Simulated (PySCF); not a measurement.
# C⁺: excitation energies in dyall-acv3z, part 2 of 2

Aim: the excitation energy of carbon from differences of total energies, at each level of theory, and how far each lands from the tabulated value where there is one.

PySCF 2.14.0; dyall-acv3z, no relativity, point nucleus. The scripts are equivalent inputs of a driver's runs. Earlier steps stand in the parts before.

## (4) C⁺ [He] 2s1 2p1 3d1: the ladder of methods

UHF:

File input.py:

```python
from pyscf import gto, scf, dft, mp, cc
import basis_set_exchange as bse
mol = gto.M(atom="C 0 0 0", charge=1, spin=3, symmetry="D2h",
            basis=gto.basis.parse(bse.get_basis("dyall-acv3z", elements=["C"], fmt="nwchem")))
mf = scf.UHF(mol)
mf.irrep_nelec = {'Ag': (2, 1), 'B2g': (1, 0), 'B2u': (1, 0)}
mf.kernel()
```

Output:

```text
damping factor = 0
level_shift factor = 0
DIIS = <class 'pyscf.scf.diis.CDIIS'>
diis_start_cycle = 1
diis_space = 10
diis_damp = 0
SCF conv_tol = 1e-09
SCF conv_tol_grad = None
number electrons alpha = 4  beta = 1
cycle= 1 E= -36.4540645991468  delta_E= -0.00254  |g|= 0.0166  |ddm|= 0.0277
cycle= 2 E= -36.4542025028474  delta_E= -0.000138  |g|= 0.0039  |ddm|= 0.00683
cycle= 3 E= -36.4542113700197  delta_E= -8.87e-06  |g|= 0.000136  |ddm|= 0.00225
cycle= 4 E= -36.4542113810871  delta_E= -1.11e-08  |g|= 1.12e-05  |ddm|= 9.27e-05
cycle= 5 E= -36.4542113811714  delta_E= -8.43e-11  |g|= 1.32e-06  |ddm|= 9.31e-06
converged SCF energy = -36.4542113811714  <S^2> = 3.7500105  2S+1 = 4.0000053
```

It used 2.2 s of CPU time after the integrals (shared host).

Orbital energies by shell (radii are means over both spins):

```csv
shell,electrons,mean orbital energy (eV),spread (eV),rms radius (bohr)
1s α,1,-336.24,0,0.311
1s β,1,-333.30,0,0.311
2s α,1,-41.933,0,1.48
2p α,1,-33.872,0,1.45
3d α,1,-5.892,0,4.06
```

⟨S²⟩ = 3.750, ⟨L²⟩ = 8.01.

Spin-orbit constants on these orbitals (cm⁻¹; bare nucleus, screened nucleus, mean field): 2p 95.60, 63.73, 52.78; 3d 1.510, 0.5035, 0.4374. To first order in LS coupling the lowest level has J = 3/2 and lies 0.00443 eV below the centre of the term.

⟨L²⟩ = 8.01 against 12 for a pure F term, so this real determinant mixes terms.

LDA:

Changes to input.py:

```diff
@@ -4,3 +4,3 @@
             basis=gto.basis.parse(bse.get_basis("dyall-acv3z", elements=["C"], fmt="nwchem")))
-mf = scf.UHF(mol)
+mf = dft.UKS(mol, xc="LDA,VWN")
 mf.irrep_nelec = {'Ag': (2, 1), 'B2g': (1, 0), 'B2u': (1, 0)}
```

Output:

```text
damping factor = 0
level_shift factor = 0
DIIS = <class 'pyscf.scf.diis.CDIIS'>
diis_start_cycle = 1
diis_space = 10
diis_damp = 0
SCF conv_tol = 1e-09
SCF conv_tol_grad = None
number electrons alpha = 4  beta = 1
XC functionals = LDA,VWN
    P. A. M. Dirac.,  Math. Proc. Cambridge Philos. Soc. 26, 376 (1930)
    F. Bloch.,  Z. Phys. 57, 545 (1929)
    S. H. Vosko, L. Wilk, and M. Nusair.,  Can. J. Phys. 58, 1200 (1980)
cycle= 1 E= -36.1720595618199  delta_E= -0.00553  |g|= 0.0262  |ddm|= 0.0866
cycle= 2 E= -36.172091576176  delta_E= -3.2e-05  |g|= 0.00297  |ddm|= 0.00603
cycle= 3 E= -36.1720921649715  delta_E= -5.89e-07  |g|= 0.000111  |ddm|= 0.00074
cycle= 4 E= -36.1720921696713  delta_E= -4.7e-09  |g|= 1.16e-05  |ddm|= 0.000133
cycle= 5 E= -36.1720921697419  delta_E= -7.06e-11  |g|= 9.84e-08  |ddm|= 1.3e-05
converged SCF energy = -36.1720921697419  <S^2> = 3.7500075  2S+1 = 4.0000037
```

CPU time 0.77 s on a shared host, the integrals not counted.

PBE:

Changes to input.py:

```diff
@@ -4,3 +4,3 @@
             basis=gto.basis.parse(bse.get_basis("dyall-acv3z", elements=["C"], fmt="nwchem")))
-mf = dft.UKS(mol, xc="LDA,VWN")
+mf = dft.UKS(mol, xc="PBE")
 mf.irrep_nelec = {'Ag': (2, 1), 'B2g': (1, 0), 'B2u': (1, 0)}
```

Output:

```text
damping factor = 0
level_shift factor = 0
DIIS = <class 'pyscf.scf.diis.CDIIS'>
diis_start_cycle = 1
diis_space = 10
diis_damp = 0
SCF conv_tol = 1e-09
SCF conv_tol_grad = None
number electrons alpha = 4  beta = 1
XC functionals = PBE
    J. P. Perdew, K. Burke, and M. Ernzerhof.,  Phys. Rev. Lett. 77, 3865 (1996)
    J. P. Perdew, K. Burke, and M. Ernzerhof.,  Phys. Rev. Lett. 78, 1396 (1997)
    J. P. Perdew, K. Burke, and M. Ernzerhof.,  Phys. Rev. Lett. 77, 3865 (1996)
    J. P. Perdew, K. Burke, and M. Ernzerhof.,  Phys. Rev. Lett. 78, 1396 (1997)
cycle= 1 E= -36.512299222408  delta_E= -0.00313  |g|= 0.00853  |ddm|= 0.0728
cycle= 2 E= -36.5123075398677  delta_E= -8.32e-06  |g|= 0.000665  |ddm|= 0.00602
cycle= 3 E= -36.5123076654649  delta_E= -1.26e-07  |g|= 6.52e-05  |ddm|= 0.000911
cycle= 4 E= -36.5123076686735  delta_E= -3.21e-09  |g|= 5.3e-06  |ddm|= 0.000162
cycle= 5 E= -36.5123076686896  delta_E= -1.61e-11  |g|= 7.41e-07  |ddm|= 1e-05
converged SCF energy = -36.5123076686896  <S^2> = 3.7500035  2S+1 = 4.0000018
```

CPU time 1.1 s on a shared host, the integrals not counted.

PBE0:

Changes to input.py:

```diff
@@ -4,3 +4,3 @@
             basis=gto.basis.parse(bse.get_basis("dyall-acv3z", elements=["C"], fmt="nwchem")))
-mf = dft.UKS(mol, xc="PBE")
+mf = dft.UKS(mol, xc="PBE0")
 mf.irrep_nelec = {'Ag': (2, 1), 'B2g': (1, 0), 'B2u': (1, 0)}
```

Output:

```text
damping factor = 0
level_shift factor = 0
DIIS = <class 'pyscf.scf.diis.CDIIS'>
diis_start_cycle = 1
diis_space = 10
diis_damp = 0
SCF conv_tol = 1e-09
SCF conv_tol_grad = None
number electrons alpha = 4  beta = 1
XC functionals = PBE0
    C. Adamo and V. Barone.,  J. Chem. Phys. 110, 6158 (1999)
    M. Ernzerhof and G. E. Scuseria.,  J. Chem. Phys. 110, 5029 (1999)
cycle= 1 E= -36.5160922681825  delta_E= -0.00217  |g|= 0.0069  |ddm|= 0.0532
cycle= 2 E= -36.5161051768146  delta_E= -1.29e-05  |g|= 0.000599  |ddm|= 0.00657
cycle= 3 E= -36.5161055201311  delta_E= -3.43e-07  |g|= 8.29e-05  |ddm|= 0.00141
cycle= 4 E= -36.5161055290937  delta_E= -8.96e-09  |g|= 7.31e-06  |ddm|= 0.000264
cycle= 5 E= -36.5161055291771  delta_E= -8.34e-11  |g|= 4.93e-07  |ddm|= 2.59e-05
converged SCF energy = -36.5161055291771  <S^2> = 3.7500036  2S+1 = 4.0000018
```

It used 1.3 s of CPU time after the integrals (shared host).

r2SCAN:

Changes to input.py:

```diff
@@ -4,3 +4,3 @@
             basis=gto.basis.parse(bse.get_basis("dyall-acv3z", elements=["C"], fmt="nwchem")))
-mf = dft.UKS(mol, xc="PBE0")
+mf = dft.UKS(mol, xc="R2SCAN")
 mf.irrep_nelec = {'Ag': (2, 1), 'B2g': (1, 0), 'B2u': (1, 0)}
```

Output:

```text
damping factor = 0
level_shift factor = 0
DIIS = <class 'pyscf.scf.diis.CDIIS'>
diis_start_cycle = 1
diis_space = 10
diis_damp = 0
SCF conv_tol = 1e-09
SCF conv_tol_grad = None
number electrons alpha = 4  beta = 1
XC functionals = R2SCAN
    J. W. Furness, A. D. Kaplan, J. Ning, J. P. Perdew, and J. Sun.,  J. Phys. Chem. Lett. 11, 8208-8215 (2020)
    J. W. Furness, A. D. Kaplan, J. Ning, J. P. Perdew, and J. Sun.,  J. Phys. Chem. Lett. 11, 9248-9248 (2020)
    J. W. Furness, A. D. Kaplan, J. Ning, J. P. Perdew, and J. Sun.,  J. Phys. Chem. Lett. 11, 8208-8215 (2020)
    J. W. Furness, A. D. Kaplan, J. Ning, J. P. Perdew, and J. Sun.,  J. Phys. Chem. Lett. 11, 9248-9248 (2020)
cycle= 1 E= -36.5446174629002  delta_E= -0.00245  |g|= 0.00675  |ddm|= 0.051
cycle= 2 E= -36.5446296224975  delta_E= -1.22e-05  |g|= 0.000622  |ddm|= 0.00745
cycle= 3 E= -36.5446299519597  delta_E= -3.29e-07  |g|= 7.38e-05  |ddm|= 0.0016
cycle= 4 E= -36.544629958207  delta_E= -6.25e-09  |g|= 9.52e-06  |ddm|= 0.000224
cycle= 5 E= -36.5446299582612  delta_E= -5.41e-11  |g|= 6.5e-07  |ddm|= 2.02e-05
converged SCF energy = -36.5446299582612  <S^2> = 3.7500121  2S+1 = 4.000006
```

CPU time 2.5 s on a shared host, the integrals not counted.

wB97X-V:

Changes to input.py:

```diff
@@ -4,3 +4,3 @@
             basis=gto.basis.parse(bse.get_basis("dyall-acv3z", elements=["C"], fmt="nwchem")))
-mf = dft.UKS(mol, xc="R2SCAN")
+mf = dft.UKS(mol, xc="WB97X_V")
 mf.irrep_nelec = {'Ag': (2, 1), 'B2g': (1, 0), 'B2u': (1, 0)}
```

Output:

```text
damping factor = 0
level_shift factor = 0
DIIS = <class 'pyscf.scf.diis.CDIIS'>
diis_start_cycle = 1
diis_space = 10
diis_damp = 0
SCF conv_tol = 1e-09
SCF conv_tol_grad = None
number electrons alpha = 4  beta = 1
XC functionals = WB97X_V
    N. Mardirossian and M. Head-Gordon.,  Phys. Chem. Chem. Phys. 16, 9904-9924 (2014)
NLC functional = WB97X_V
cycle= 1 E= -36.5410538331751  delta_E= -0.00227  |g|= 0.00986  |ddm|= 0.0539
cycle= 2 E= -36.5411336253578  delta_E= -7.98e-05  |g|= 0.00236  |ddm|= 0.0152
cycle= 3 E= -36.5411429687995  delta_E= -9.34e-06  |g|= 0.000481  |ddm|= 0.00684
cycle= 4 E= -36.5411434641334  delta_E= -4.95e-07  |g|= 4.58e-05  |ddm|= 0.00194
cycle= 5 E= -36.5411434676687  delta_E= -3.54e-09  |g|= 1.85e-06  |ddm|= 0.000162
cycle= 6 E= -36.5411434676718  delta_E= -3.06e-12  |g|= 1.32e-07  |ddm|= 3.09e-06
converged SCF energy = -36.5411434676718  <S^2> = 3.7500047  2S+1 = 4.0000023
```

CPU time 2.3 s on a shared host, the integrals not counted.

PW91:

Changes to input.py:

```diff
@@ -4,3 +4,3 @@
             basis=gto.basis.parse(bse.get_basis("dyall-acv3z", elements=["C"], fmt="nwchem")))
-mf = dft.UKS(mol, xc="WB97X_V")
+mf = dft.UKS(mol, xc="PW91,PW91")
 mf.irrep_nelec = {'Ag': (2, 1), 'B2g': (1, 0), 'B2u': (1, 0)}
```

Output:

```text
damping factor = 0
level_shift factor = 0
DIIS = <class 'pyscf.scf.diis.CDIIS'>
diis_start_cycle = 1
diis_space = 10
diis_damp = 0
SCF conv_tol = 1e-09
SCF conv_tol_grad = None
number electrons alpha = 4  beta = 1
XC functionals = PW91,PW91
    J. P. Perdew. In P. Ziesche and H. Eschrig, editors, Proceedings of the 75. WE-Heraeus-Seminar and 21st Annual International Symposium on Electronic Structure of Solids, 11. Berlin, 1991. Akademie Verlag.
    J. P. Perdew, J. A. Chevary, S. H. Vosko, K. A. Jackson, M. R. Pederson, D. J. Singh, and C. Fiolhais.,  Phys. Rev. B 46, 6671 (1992)
    J. P. Perdew, J. A. Chevary, S. H. Vosko, K. A. Jackson, M. R. Pederson, D. J. Singh, and C. Fiolhais.,  Phys. Rev. B 48, 4978 (1993)
    J. P. Perdew. In P. Ziesche and H. Eschrig, editors, Proceedings of the 75. WE-Heraeus-Seminar and 21st Annual International Symposium on Electronic Structure of Solids, 11. Berlin, 1991. Akademie Verlag.
    J. P. Perdew, J. A. Chevary, S. H. Vosko, K. A. Jackson, M. R. Pederson, D. J. Singh, and C. Fiolhais.,  Phys. Rev. B 46, 6671 (1992)
    J. P. Perdew, J. A. Chevary, S. H. Vosko, K. A. Jackson, M. R. Pederson, D. J. Singh, and C. Fiolhais.,  Phys. Rev. B 48, 4978 (1993)
cycle= 1 E= -36.5404557607072  delta_E= -0.00332  |g|= 0.00801  |ddm|= 0.0777
cycle= 2 E= -36.5404652542143  delta_E= -9.49e-06  |g|= 0.000582  |ddm|= 0.00667
cycle= 3 E= -36.5404654109444  delta_E= -1.57e-07  |g|= 6.98e-05  |ddm|= 0.00105
cycle= 4 E= -36.540465414589  delta_E= -3.64e-09  |g|= 1.18e-05  |ddm|= 0.000151
cycle= 5 E= -36.5404654146483  delta_E= -5.93e-11  |g|= 6.9e-07  |ddm|= 1.62e-05
converged SCF energy = -36.5404654146483  <S^2> = 3.7500034  2S+1 = 4.0000017
```

It used 1.1 s of CPU time after the integrals (shared host).

BLYP:

Changes to input.py:

```diff
@@ -4,3 +4,3 @@
             basis=gto.basis.parse(bse.get_basis("dyall-acv3z", elements=["C"], fmt="nwchem")))
-mf = dft.UKS(mol, xc="PW91,PW91")
+mf = dft.UKS(mol, xc="BLYP")
 mf.irrep_nelec = {'Ag': (2, 1), 'B2g': (1, 0), 'B2u': (1, 0)}
```

Output:

```text
damping factor = 0
level_shift factor = 0
DIIS = <class 'pyscf.scf.diis.CDIIS'>
diis_start_cycle = 1
diis_space = 10
diis_damp = 0
SCF conv_tol = 1e-09
SCF conv_tol_grad = None
number electrons alpha = 4  beta = 1
XC functionals = BLYP
    A. D. Becke.,  Phys. Rev. A 38, 3098 (1988)
    C. Lee, W. Yang, and R. G. Parr.,  Phys. Rev. B 37, 785 (1988)
    B. Miehlich, A. Savin, H. Stoll, and H. Preuss.,  Chem. Phys. Lett. 157, 200 (1989)
cycle= 1 E= -36.5571822604268  delta_E= -0.00337  |g|= 0.00687  |ddm|= 0.0597
cycle= 2 E= -36.5571917239402  delta_E= -9.46e-06  |g|= 0.000563  |ddm|= 0.00601
cycle= 3 E= -36.5571919221242  delta_E= -1.98e-07  |g|= 0.0001  |ddm|= 0.00101
cycle= 4 E= -36.5571919270857  delta_E= -4.96e-09  |g|= 1.37e-05  |ddm|= 0.000118
cycle= 5 E= -36.5571919271646  delta_E= -7.89e-11  |g|= 5.12e-07  |ddm|= 2.41e-05
converged SCF energy = -36.5571919271646  <S^2> = 3.7500037  2S+1 = 4.0000018
```

It used 1.1 s of CPU time after the integrals (shared host).

LC-wPBE:

Changes to input.py:

```diff
@@ -4,3 +4,3 @@
             basis=gto.basis.parse(bse.get_basis("dyall-acv3z", elements=["C"], fmt="nwchem")))
-mf = dft.UKS(mol, xc="BLYP")
+mf = dft.UKS(mol, xc="LC_WPBE")
 mf.irrep_nelec = {'Ag': (2, 1), 'B2g': (1, 0), 'B2u': (1, 0)}
```

Output:

```text
damping factor = 0
level_shift factor = 0
DIIS = <class 'pyscf.scf.diis.CDIIS'>
diis_start_cycle = 1
diis_space = 10
diis_damp = 0
SCF conv_tol = 1e-09
SCF conv_tol_grad = None
number electrons alpha = 4  beta = 1
XC functionals = LC_WPBE
    O. A. Vydrov and G. E. Scuseria.,  J. Chem. Phys. 125, 234109 (2006)
cycle= 1 E= -36.5068564672654  delta_E= -0.0034  |g|= 0.0122  |ddm|= 0.0582
cycle= 2 E= -36.5069409341494  delta_E= -8.45e-05  |g|= 0.00249  |ddm|= 0.0159
cycle= 3 E= -36.5069508441979  delta_E= -9.91e-06  |g|= 0.000698  |ddm|= 0.00654
cycle= 4 E= -36.5069519430099  delta_E= -1.1e-06  |g|= 9.28e-05  |ddm|= 0.00258
cycle= 5 E= -36.5069515592711  delta_E= 3.84e-07  |g|= 8.45e-06  |ddm|= 0.000343
cycle= 6 E= -36.5069515593602  delta_E= -8.91e-11  |g|= 4.77e-07  |ddm|= 2.28e-05
converged SCF energy = -36.5069515593602  <S^2> = 3.7500034  2S+1 = 4.0000017
```

It used 1.9 s of CPU time after the integrals (shared host).

## (5) C⁺ [He] 2s1 2p1 3d1, continued

MP2 (valence):

Edit input.py of step 4 so:

```diff
@@ -4,4 +4,5 @@
             basis=gto.basis.parse(bse.get_basis("dyall-acv3z", elements=["C"], fmt="nwchem")))
-mf = dft.UKS(mol, xc="LC_WPBE")
+mf = scf.UHF(mol)
 mf.irrep_nelec = {'Ag': (2, 1), 'B2g': (1, 0), 'B2u': (1, 0)}
 mf.kernel()
+mp.UMP2(mf, frozen=1).kernel()
```

This step left no log, only its results.

It used 0.08 s of CPU time after the integrals (shared host).

With 3 electrons correlated, the MP2 correlation energy is -0.00827 hartree (-0.00827 same spin, 0.00000 opposite spin); the SCS form gives -0.00276. Largest pairs of shells: 2s-2p -0.0036, 2s-3d -0.0029, 2p-3d -0.0017, 2s-2s 0.0000, 2p-2p 0.0000.

MP2 (valence and next inner shell):

Changes to input.py:

```diff
@@ -7,2 +7,2 @@
 mf.kernel()
-mp.UMP2(mf, frozen=1).kernel()
+mp.UMP2(mf, frozen=[[71, 72, 73, 74, 75], [71, 72, 73, 74, 75]]).kernel()
```

This step left no log, only its results.

CPU time 0.23 s on a shared host, the integrals not counted.

With 5 electrons correlated, the MP2 correlation energy is -0.05362 hartree (-0.01053 same spin, -0.04309 opposite spin); the SCS form gives -0.05522. Largest pairs of shells: 1s-1s -0.0384, 1s-2s -0.0038, 2s-2p -0.0036, 1s-2p -0.0031, 2s-3d -0.0029.

Radial density 4πr²ρ of C⁺ at UHF:

```csv
r (bohr),density,spin density
0.00362,0.0198,0.001
0.00608,0.0544,0.002
0.0102,0.146,0.005
0.0172,0.381,0.012
0.0289,0.938,0.030
0.0487,2.10,0.067
0.0819,4.01,0.125
0.138,5.91,0.170
0.232,5.69,0.144
0.390,2.87,0.200
0.655,1.27,0.860
1.10,1.55,1.540
1.85,0.796,0.796
3.12,0.333,0.333
5.25,0.165,0.165
8.82,0.000287,0.000
```

## (6) How the shells move

Highest occupied Hartree-Fock shell of each state: C⁺ [He] 2s2 3s1 3s α at -9.808 eV; C⁺ [He] 2s1 2p1 3d1 3d α at -5.892 eV.

## (7) Differences of total energies

Excitation energy: C⁺ [He] 2s2 2p1 (2P) → C⁺ [He] 2s2 3s1 (2S).

```csv
method,value (eV),error (eV)
UHF,14.367,-0.077
LDA,14.525,+0.082
PBE,14.573,+0.130
PBE0,14.617,+0.173
r2SCAN,14.960,+0.517
wB97X-V,14.624,+0.180
PW91,14.645,+0.201
BLYP,14.699,+0.256
LC-wPBE,14.869,+0.426
MP2 (valence),14.321,-0.122
SCS-MP2 (valence),14.302,-0.142
MP2 (valence and next inner shell),14.338,-0.106
SCS-MP2 (valence and next inner shell),14.307,-0.137
```

Reference: 14.444 eV (measured; NIST levels, between the centres of gravity of the two terms). Errors of the correlated levels include the incompleteness of this basis.

Excitation energy: C⁺ [He] 2s2 2p1 (2P) → C⁺ [He] 2s1 2p1 3d1 (high-spin determinant).

```csv
method,value (eV)
UHF,22.925
LDA,23.631
PBE,23.460
PBE0,23.621
r2SCAN,23.435
wB97X-V,24.227
PW91,23.528
BLYP,23.755
LC-wPBE,24.180
MP2 (valence),24.143
SCS-MP2 (valence),24.496
MP2 (valence and next inner shell),24.191
SCS-MP2 (valence and next inner shell),24.537
```

The differences also use runs on C⁺ [He] 2s2 2p1 (2P), which are not shown here.

## (8) What came out

The summary covers parts 1 to 2.

```
                                quantity                                                                       value
    excitation energy, C⁺ → [He] 2s2 3s1  UHF 14.367, MP2 (valence and next inner shell) 14.338 eV; reference 14.444
excitation energy, C⁺ → [He] 2s1 2p1 3d1                    UHF 22.925, MP2 (valence and next inner shell) 24.191 eV
```

Accuracy by level (over 1 difference):

```csv
method,mean absolute miss against the measured value (with the measured fine structure taken into account where it is known) (eV)
UHF,0.077
LDA,0.082
PBE,0.130
PBE0,0.173
r2SCAN,0.517
wB97X-V,0.180
PW91,0.201
BLYP,0.256
LC-wPBE,0.426
MP2 (valence),0.122
SCS-MP2 (valence),0.142
MP2 (valence and next inner shell),0.106
SCS-MP2 (valence and next inner shell),0.137
```

**Reading.** UHF lands nearest to the measured value (off by 0.08 eV), level with LDA; r2SCAN misses by most (0.52 eV). In a finite basis a lower level can come nearest by cancelling errors. PBE is off by +0.13 eV. All values hold for this basis alone; no basis-set limit was taken.
